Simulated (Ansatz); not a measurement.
# CdGa: the cost of one run

Computed with Ansatz 0.2.0 (DFT PBE, scalar-relativistic, plane waves, PAW, unless a step's input says otherwise).

### Step 1. The starting structure

Symmetry: F-43m, No. 216, cubic system. Conventional cell: a = 5.699 Å, b = 5.699 Å, c = 5.699 Å, α = 90.00°, β = 90.00°, γ = 90.00°. Cd (site symmetry -43m) is surrounded by 4 Ga at 2.47 Å. Around Ga (site symmetry -43m) lie 4 Cd at 2.47 Å.

Structure file:

```
Cd Ga
1.0
     0.00000    2.84964    2.84964
     2.84964    0.00000    2.84964
     2.84964    2.84964    0.00000
Cd Ga
1 1
Cartesian
  0.0000 0.0000 0.0000
  4.2745 4.2745 4.2745
```

This is candidate A: zinc blende type (F-43m, No. 216).

(A quick probe on a coarse mesh, which set the mesh and smearing, is not shown.)

### Step 3. Coarse relaxation (candidate A)

input.yaml

```yaml
crystal:
  lattice:
    - [0.0, 2.8496385273, 2.8496385273]
    - [2.8496385273, 0.0, 2.8496385273]
    - [2.8496385273, 2.8496385273, 0.0]
  atoms:
    - { symbol: Cd, position: [0.0, 0.0, 0.0] }
    - { symbol: Ga, position: [0.75, 0.75, 0.75] }
basis:
  ecutwfc: 420
kpoints:
  mp_grid: { grid: [6, 6, 6] }
hamiltonian:
  xc: pbe
scf:
  occupations: { method: gaussian, width: 0.1 }
  lower_state_search: "off"
output:
  forces: true
  stress: true
  eigenvalues: true
relax:
  adjacent_minimum: "off"
  f_tol: 0.04
  max_steps: 70
  cell: { stress_tol: 0.4 }
```

Started as:

```
$ ansatz run input.yaml --threads 1 --pin off --max-ram 2560MiB --backend cpu --events-out ev --progress --plain --runs-dir out
```

**Question.** How long does this run take on 1 thread of an x86-64 CPU, shared host, and how much memory does it need?

About 38 s, with a peak of 0.36 GiB.
